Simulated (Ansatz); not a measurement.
**SiAsH₃O: vertical ionisation energy**

How much energy removes an electron from SiAsH₃O at fixed geometry? The cation is run at each level and the neutral's energy taken from earlier runs.

Program: Ansatz 0.2.0, Gaussian basis. Level of theory: unrestricted cation, the program's frozen cores in correlated methods. These are calculated values, not measurements.

Levels to be run: UKS PBE-D4/def2-TZVPP; UKS r2SCAN-D4/def2-TZVPP; UKS PBE0-D4/def2-TZVPP; UKS B3LYP-D4/def2-TZVPP; UKS wB97X-V/def2-TZVPP; UKS wB97M-V/def2-TZVPP; UKS B2PLYP/def2-TZVPP; UHF-CCSD(T)/def2-TZVPP; UHF-MP2/def2-QZVPP; extrapolation to the limit; then −ε(HOMO) from the neutral's earlier runs with LDA (SPW92), PBE-D4, revPBE-D4, BLYP-D4, r2SCAN-D4, B97M-V, PBE0-D4, B3LYP-D4, r2SCANh-D4, r2SCAN0-D4, HSE06-D4, BHLYP-D4, CAM-B3LYP-D4, LC-ωPBE, ωB97X-V, ωB97M-V.

## Step 1: The geometry

All runs share one geometry, relaxed beforehand with PBE0-D4/def2-TZVP.

SMILES `O1[SiH2][AsH]1`, 6 atoms, charge 0, spin multiplicity 1.

Atoms are counted from 1 here; the program's logs count them from 0.

Bond lengths: O1–Si2 1.651 Å, O1–As3 1.902 Å, Si2–As3 2.269 Å, Si2–H4 1.481 Å, Si2–H5 1.481 Å, As3–H6 1.536 Å. Angles: Si2–O1–As3 79.0°, O1–Si2–As3 55.4°, O1–Si2–H4 116.3°, O1–Si2–H5 116.2°, As3–Si2–H4 121.2°, As3–Si2–H5 122.5°, H4–Si2–H5 112.5°, O1–As3–Si2 45.6°, O1–As3–H6 95.3°, Si2–As3–H6 92.7°.

## Step 2: Cation, UKS PBE-D4/def2-TZVPP

The input, in.yaml:

```yaml
crystal:
  periodic: [false, false, false]
  atoms:
    - {symbol: O, position_ang: [0.740052, -1.069589, 0.115594]}
    - {symbol: Si, position_ang: [-0.262924, -0.023261, -0.675519]}
    - {symbol: As, position_ang: [-0.230427, -0.326423, 1.572703]}
    - {symbol: H, position_ang: [-1.315636, -0.635366, -1.517811]}
    - {symbol: H, position_ang: [0.387428, 1.133595, -1.332506]}
    - {symbol: H, position_ang: [0.723607, 0.856943, 1.791239]}
basis:
  gaussian: {orbitals: def2-TZVPP}
total_charge: 1
magnetization: {spin_polarized: true, initial_magnetization: 1}
hamiltonian: {xc: pbe, dispersion: d4}
```

Run with:

```
$ ansatz run in.yaml --threads 2 --pin off --events-out ev --progress --plain --max-ram 4352MiB
```

Further steps of the session: Cation, UKS r2SCAN-D4/def2-TZVPP; Cation, UKS PBE0-D4/def2-TZVPP; Cation, UKS B3LYP-D4/def2-TZVPP; Cation, UKS wB97X-V/def2-TZVPP; Cation, UKS wB97M-V/def2-TZVPP; Cation, UKS B2PLYP (frozen core)/def2-TZVPP; Cation, UHF-CCSD(T)/def2-TZVPP; Cation, UHF-MP2/def2-QZVPP.

Before running them: what should the planned runs give, taken together? Wanted: ionisation energy, CCSD(T)/CBS; nearest functional by difference; nearest −ε(HOMO); −ε(HOMO) of PBE; T1 of the cation.

The runs gave:

| quantity | value |
| --- | --- |
| ionisation energy, CCSD(T)/CBS | 9.53 eV |
| nearest functional by difference | B3LYP-D4 (-0.15 eV) |
| nearest −ε(HOMO) | LC-ωPBE (+0.12 eV) |
| −ε(HOMO) of PBE | 6.11 eV |
| T1 of the cation | 0.021 |

What this shows: Energy differences with functionals land within 0.27 eV of the reference. −ε(HOMO) of PBE misses by 3.4 eV, since self-interaction lifts the level. Among orbital estimates LC-ωPBE comes nearest. Hartree-Fock falls 1.12 eV short, as the neutral has more correlation energy than the cation. Correlated methods include outer-core shells of As, which these sets cover unevenly. With outer-core shells in play the reference is unsure by up to some tenths of an eV, so close misses can't be ranked.
